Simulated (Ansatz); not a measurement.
# BaZn: the cost of one run

Computed with Ansatz 0.2.0 (DFT PBEsol, scalar-relativistic, plane waves, PAW, unless a step's input says otherwise).

## 1. The system as given

It takes space group P4/mmm (No. 123, tetragonal). The conventional cell has a = 3.985 Å, b = 3.985 Å, c = 4.019 Å, α = 90.00°, β = 90.00°, γ = 90.00°. Ba (site symmetry 4/mmm) is surrounded by 8 Zn at 3.46 Å. Around Zn (site symmetry 4/mmm) lie 8 Ba at 3.46 Å.

As a file:

```
CELL_PARAMETERS angstrom
3.98504 0.00000 0.00000
0.00000 3.98504 0.00000
0.00000 0.00000 4.01950
ATOMIC_POSITIONS crystal
Ba 0.00000 0.00000 0.00000
Zn 0.50000 0.50000 0.50000
```

This cell comes from an earlier session at PBEsol: 31.916 Å³/atom at 0.01 GPa, on a 8×8×6 mesh.

The changes: atom 1 (Ba) moved 0.05 Å along y; strain e4 = +0.03, atoms carried along.

## 2. Atom 1 (Ba) moved 0.05 Å along y

Input file input.yaml:

```yaml
crystal:
  lattice:
    - [3.9850361976, 0.0, 0.0]
    - [0.0, 3.9850361976, 0.0]
    - [0.0, 0.0, 4.0194969442]
  atoms:
    - { symbol: Ba, position: [0.0, 0.0125469375, 0.0] }
    - { symbol: Zn, position: [0.5, 0.5, 0.5] }
basis:
  ecutwfc: 420
  ecutrho_ratio: 4
kpoints:
  mp_grid: { grid: [8, 8, 6] }
hamiltonian:
  xc: pbesol
scf:
  occupations: { method: gaussian, width: 0.05 }
output:
  forces: true
  stress: true
  eigenvalues: true
```

What time and memory should one allow on 4 threads of an Arm CPU, shared host?

About 3.9 s, with a peak of 0.44 GiB.
